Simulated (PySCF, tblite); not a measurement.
# C3H4F3O radical: geometry, infrared bands and EPR parameters

What infrared bands and EPR parameters should C3H4F3O radical (`C[C@@H]([O])C(F)(F)F`) show?

Computed with tblite 0.8.0 and PySCF 2.14.0, with density-fitted response routines of our own, on a single molecule in the gas phase. Atoms count from 0, in the outputs and in this text.

### 1 The molecule as given

11 atoms, charge 0, multiplicity 2; geometry from: force field or distance geometry start.

Bonds of the start (Å): C0–C1 1.53, C1–O2 1.38, C1–C3 1.50, C3–F4 1.38, C3–F5 1.39, C3–F6 1.39, C0–H7 1.12, C0–H8 1.10, C0–H9 1.09, C1–H10 1.10.

### 2 Optimising the geometry with GFN2-xTB

What the job is given:

```
{"job": {"kind": "relax", "xc": "GFN2-xTB", "basis": "xTB"}, "charge": 0, "multiplicity": 2}
C      1.196400    -0.313600    -0.228600
C      0.054000     0.658800     0.088700
O     -0.003500     1.621600    -0.897900
C     -1.200000    -0.164200     0.178900
F     -2.317700     0.582300     0.488800
F     -1.022900    -1.083500     1.207300
F     -1.397500    -0.890100    -0.991100
H      1.833500    -0.436500     0.678400
H      0.753400    -1.263100    -0.577600
H      1.800800     0.143900    -1.014600
H      0.308900     1.147100     1.041600
```

The run is started by

```
OMP_NUM_THREADS=1 python probes_run.py task.json out
```

One launch serves the whole session: the jobs run in the order shown.

The program printed:

```text
step      E/eV     max force
  0    -724.30266    3.031
  1    -724.58087    1.106
  2    -724.62471    0.537
  3    -724.64973    0.366
  4    -724.67236    0.356
  5    -724.68761    0.472
  6    -724.70414    0.545
  7    -724.71586    0.335
  8    -724.72810    0.234
  9    -724.73187    0.223
 10    -724.73804    0.223
 11    -724.74070    0.115
 12    -724.74278    0.133
 13    -724.74485    0.179
 14    -724.74709    0.186
 15    -724.74870    0.101
 16    -724.74980    0.107
 17    -724.75065    0.098
 18    -724.75136    0.086
 19    -724.75186    0.069
 20    -724.75225    0.077
 21    -724.75273    0.087
 22    -724.75342    0.124
 23    -724.75413    0.103
 24    -724.75463    0.057
 25    -724.75498    0.059
 26    -724.75535    0.077
 27    -724.75582    0.095
 28    -724.75633    0.076
 29    -724.75690    0.074
 30    -724.75766    0.093
 31    -724.75885    0.137
 32    -724.76062    0.165
 33    -724.76270    0.146
 34    -724.76488    0.135
 35    -724.76736    0.140
 36    -724.77075    0.244
 37    -724.77069    0.358
 38    -724.77777    0.224
 39    -724.78104    0.168
 40    -724.78583    0.204
 41    -724.78767    0.199
 42    -724.79220    0.116
 43    -724.79427    0.116
 44    -724.79535    0.095
 45    -724.79665    0.099
 46    -724.79740    0.103
 47    -724.79813    0.059
 48    -724.79850    0.054
 49    -724.79882    0.051
 50    -724.79903    0.041
 51    -724.79919    0.031
 52    -724.79930    0.028
 53    -724.79944    0.031
 54    -724.79962    0.033
 55    -724.79983    0.045
 56    -724.80006    0.056
 57    -724.80029    0.059
 58    -724.80056    0.054
 59    -724.80090    0.051
 60    -724.80127    0.057
 61    -724.80160    0.048
 62    -724.80187    0.042
 63    -724.80219    0.079
 64    -724.80266    0.096
 65    -724.80347    0.097
 66    -724.80398    0.089
 67    -724.80431    0.035
 68    -724.80443    0.065
 69    -724.80454    0.042
 70    -724.80469    0.026
 71    -724.80487    0.033
 72    -724.80501    0.034
 73    -724.80511    0.023
 74    -724.80516    0.018
 75    -724.80520    0.018
 76    -724.80524    0.018
 77    -724.80527    0.017
 78    -724.80529    0.012
 79    -724.80532    0.008
```

It took 0.82 s on 1 thread of Intel Xeon at 2.50GHz, shared host.

Relaxation path: (not every step is listed)

| step | energy from step 0 (eV) | largest force (eV/Å) |
| --- | --- | --- |
| 0 | 0.0000 | 3.0314 |
| 1 | -0.2782 | 1.1063 |
| 2 | -0.3221 | 0.5368 |
| 3 | -0.3471 | 0.3657 |
| 4 | -0.3697 | 0.3558 |
| 5 | -0.3850 | 0.4720 |
| 6 | -0.4015 | 0.5445 |
| 7 | -0.4132 | 0.3352 |
| 8 | -0.4254 | 0.2343 |
| 14 | -0.4444 | 0.1863 |
| 20 | -0.4496 | 0.0768 |
| 26 | -0.4527 | 0.0770 |
| 32 | -0.4580 | 0.1648 |
| 38 | -0.4751 | 0.2241 |
| 44 | -0.4927 | 0.0955 |
| 50 | -0.4964 | 0.0409 |
| 56 | -0.4974 | 0.0556 |
| 62 | -0.4992 | 0.0423 |
| 68 | -0.5018 | 0.0653 |
| 74 | -0.5025 | 0.0176 |
| 75 | -0.5025 | 0.0175 |
| 76 | -0.5026 | 0.0176 |
| 77 | -0.5026 | 0.0166 |
| 78 | -0.5026 | 0.0122 |
| 79 | -0.5027 | 0.0081 |

Close pairs (by a distance rule), those that changed most:

| bond | before (Å) | after (Å) | change (Å) |
| --- | --- | --- | --- |
| C1–O2 | 1.380 | 1.301 | -0.078 |
| C1–C3 | 1.503 | 1.577 | +0.075 |
| C3–F6 | 1.391 | 1.332 | -0.059 |
| C3–F4 | 1.379 | 1.329 | -0.051 |
| C3–F5 | 1.391 | 1.343 | -0.048 |
| C0–H7 | 1.115 | 1.086 | -0.029 |
| C1–H10 | 1.101 | 1.124 | +0.023 |
| C0–H8 | 1.104 | 1.089 | -0.016 |

The end geometry stands in the next job.

### 3 Infrared spectrum with GFN2-xTB

What the job is given:

```
{"job": {"kind": "ir", "xc": "GFN2-xTB", "basis": "xTB"}, "charge": 0, "multiplicity": 2}
C      1.262622    -0.305657    -0.278475
C      0.068900     0.645621    -0.093063
O     -0.158786     1.516764    -1.032590
C     -1.223969    -0.172071     0.291609
F     -2.270228     0.613693     0.522961
F     -1.018569    -0.899711     1.401693
F     -1.552853    -1.024981    -0.677367
H      1.418737    -0.911255     0.609482
H      1.061776    -0.950866    -1.132152
H      2.155357     0.275078    -0.493892
H      0.262439     1.216055     0.855831
```

The program printed:

```text
mode    cm-1     km/mol
  1      60.4      4.67
  2     167.4      0.25
  3     186.4      2.48
  4     214.7      8.17
  5     313.9     12.90
  6     379.3      7.06
  7     444.4     20.54
  8     496.5     24.50
  9     517.4      0.93
 10     587.3      2.81
 11     714.0    137.15
 12     765.2    451.71
 13     949.2     31.27
 14    1003.8     31.42
 15    1009.6     50.00
 16    1061.5    203.64
 17    1095.6     68.10
 18    1118.1    316.49
 19    1144.5    145.11
 20    1286.9     60.02
 21    1369.5      8.61
 22    1442.4     14.81
 23    1456.9     11.01
 24    2564.2      4.83
 25    3030.5      1.82
 26    3053.6      1.83
 27    3060.0      5.91
```

Wall time 0.59 s (1 thread of Intel Xeon at 2.50GHz, shared host).

Which atoms move in the most intense modes:

| cm⁻¹ | km/mol | atoms |
| --- | --- | --- |
| 714 | 137.2 | C1 28 %, C3 17 %, F6 15 %, F4 14 % |
| 765 | 451.7 | H10 49 %, C1 16 %, F6 12 % |
| 1010 | 50.0 | H10 37 %, C1 21 % |
| 1062 | 203.6 | C3 57 %, F5 20 % |
| 1096 | 68.1 | H10 31 %, C3 21 %, H8 10 % |
| 1118 | 316.5 | C3 64 %, F4 18 % |
| 1144 | 145.1 | C3 59 %, H10 21 %, F6 15 % |
| 1287 | 60.0 | C1 54 %, O2 36 % |

### 4 EPR parameters: B3LYP/pcH-1

Same as in step 3 but for these lines:

```diff
@@ -1,2 +1,2 @@
-{"job": {"kind": "ir", "xc": "GFN2-xTB", "basis": "xTB"}, "charge": 0, "multiplicity": 2}
+{"job": {"kind": "epr", "basis": "pcH-1"}, "charge": 0, "multiplicity": 2}
 C      1.262622    -0.305657    -0.278475
```

With the program's defaults for keys left out, this is: UKS B3LYP, pcH-1 on C F H O, non-relativistic, mean-field spin-orbit, GIAO.

The program printed:

```text
UKS, coarse grid
  cycle   1  E = -491.13410569  |g| = 8.75e-01
  cycle   2  E = -490.28827771  |g| = 1.81e+00
  cycle   3  E = -491.42942282  |g| = 1.42e-01
  cycle   4  E = -491.43102915  |g| = 1.49e-01
  cycle   5  E = -491.43913060  |g| = 2.58e-02
  cycle   6  E = -491.43965209  |g| = 1.34e-02
  cycle   7  E = -491.43991596  |g| = 5.89e-03
  cycle   8  E = -491.44007159  |g| = 5.33e-03
  cycle   9  E = -491.44026295  |g| = 4.86e-03
  cycle  10  E = -491.44067552  |g| = 3.89e-03
  cycle  11  E = -491.44098108  |g| = 3.62e-03
  cycle  12  E = -491.44109739  |g| = 2.23e-03
  cycle  13  E = -491.44124472  |g| = 1.87e-03
  cycle  14  E = -491.44125943  |g| = 9.70e-04
  cycle  15  E = -491.44127407  |g| = 5.65e-04
  cycle  16  E = -491.44127686  |g| = 5.04e-04
UKS, final grid
  cycle   1  E = -491.44119220  |g| = 3.24e-04
  cycle   2  E = -491.44119218  |g| = 4.48e-04
  cycle   3  E = -491.44119225  |g| = 6.06e-05
  cycle   4  E = -491.44119225  |g| = 2.63e-05
E = -491.44119225 Eh   <S^2> = 0.7539 (exact 0.7500)
g shifts (ppm)      1          2          3
  rmc          -279       -279       -279
  gc             -9         32         51
  oz_so         158       5674      41655
  total        -130       5426      41426
hyperfine (MHz)  atom isotope    a_iso     a_fc   dipolar eigenvalues
    0   13C      33.85      33.85     -5.93     -5.31     11.25
    1   13C     -44.74     -44.74     -7.41      2.10      5.30
    2   17O     -48.74     -48.74   -257.51    128.00    129.51
    3   13C      13.49      13.49     -2.37     -1.88      4.25
    4   19F      -1.00      -1.00     -4.51     -4.00      8.51
    5   19F      -3.46      -3.46     -3.60     -2.84      6.44
    6   19F       2.82       2.82     -8.75     -6.49     15.23
    7    1H       0.19       0.19     -4.06     -1.75      5.80
    8    1H       4.21       4.21     -4.90     -1.68      6.58
    9    1H      -3.26      -3.26     -4.54     -3.04      7.58
   10    1H     336.93     336.93     -8.76     -3.48     12.23
```

Wall time 95 s (1 thread of Intel Xeon at 2.50GHz, shared host); peak memory 0.85 GiB.

Principal g values 2.00219, 2.00775, 2.04375; g(iso) = 2.01789, against 2.00232 for a free electron. They are not to be trusted: the run shows a large g shift, which the driver flags as unsure.

Hyperfine couplings; where a row names several nuclei, a(iso) is their mean (it holds for fast rotation or exchange) and the dipolar term the largest among them:

| nuclei | isotope | a(iso) (MHz) | a(iso) (G, at g = 2.0023) | largest dipolar term (MHz) |
| --- | --- | --- | --- | --- |
| H10 | 1H | 336.9 | 120.2 | 12.2 |
| O2 | 17O | -48.7 | -17.4 | -257.5 |
| C1 | 13C | -44.7 | -16.0 | -7.4 |
| C0 | 13C | 33.8 | 12.1 | 11.2 |
| C3 | 13C | 13.5 | 4.8 | 4.2 |
| F4, F5, F6 | 19F | -0.5 | -0.2 | 15.2 |
| H7, H8, H9 | 1H | 0.4 | 0.1 | 7.6 |

Mulliken spin populations:

| atom | value (e) |
| --- | --- |
| C0 | 0.04 |
| C1 | -0.07 |
| O2 | 0.85 |
| C3 | 0.01 |
| F4 | 0.00 |
| F5 | 0.00 |
| F6 | 0.00 |
| H7 | 0.00 |
| H8 | 0.01 |
| H9 | 0.00 |
| H10 | 0.15 |

Orbitals, density, ELF and potential are computed afterwards from the orbital file.

ELF in a plane through or near 5 of the atoms.

Ten even steps from '0' (0.00) to '9' (1.00):
```
0000000000000000000000000000
0000000000000000000000000000
0000000000000000000000000000
0000000000000000000000000000
0000000000000000000000000000
0000000001110000111000000000
0000000014542000111000000000
0000000136763001222000000000
0000012344354003323101200000
0000168881837458282567620000
0000499997489459936748731000
0000499998576656625748730000
0000189992024443103887510000
0000025410024664100554200000
0000000000146655300010000000
0000000000144443200000000000
0000000000011111000000000000
0000000000000000000000000000
0000000000000000000000000000
0000000000000000000000000000
```
The map spans 9.9 Å across and 8.6 Å up, centred on the molecule. Atoms in the plane (x, y in Å): C0 (-1.3, 0.2), C1 (-0.1, -0.6), C3 (1.3, 0.2), F4 (2.4, -0.5), H9 (-2.2, -0.4).

On the surface of density 0.002 e/bohr³ the electrostatic potential runs, from the 1st to the 99th percentile, from -1.00 V near O2 to 1.62 V near H10.

The spin density lies nearest to O2 76 %; H10 13 %.

### 5 Outcome

```
                                 quantity                                            value
strongest single infrared mode (GFN2-xTB)                             765 cm⁻¹, 452 km/mol
             zero-point energy (GFN2-xTB)                                    42.2 kcal/mol
                           g(iso) (B3LYP)                                          2.01789
                                     ⟨S²⟩                               0.754 (exact 0.75)
       largest a(iso) (averaged by class)                             1H on H10, 336.9 MHz
    surface potential, 1st and 99th percentile                               -1.00 V and 1.62 V
            property runs in this session  1, of which 0 failed and 1 gave unsound results
```

What this shows: Over 79 steps the energy fell by 0.503 eV; of the close pairs, C1–O2 changed most, 1.380 to 1.301 Å. All 27 modes are real, so the xTB geometry is a minimum. The strongest single mode, at 765 cm⁻¹, is spread over several atoms, H10, C1, F6 among them. GFN2-xTB is a fitted tight-binding method: band positions and strengths are rough. Its intensities can rank the bands wrongly. O2 carries the largest spin population, 0.85 e. The isotropic g lies 15.6 ppt above the free-electron value. These values are not to be trusted: the run shows a large g shift, which the driver flags as unsure.
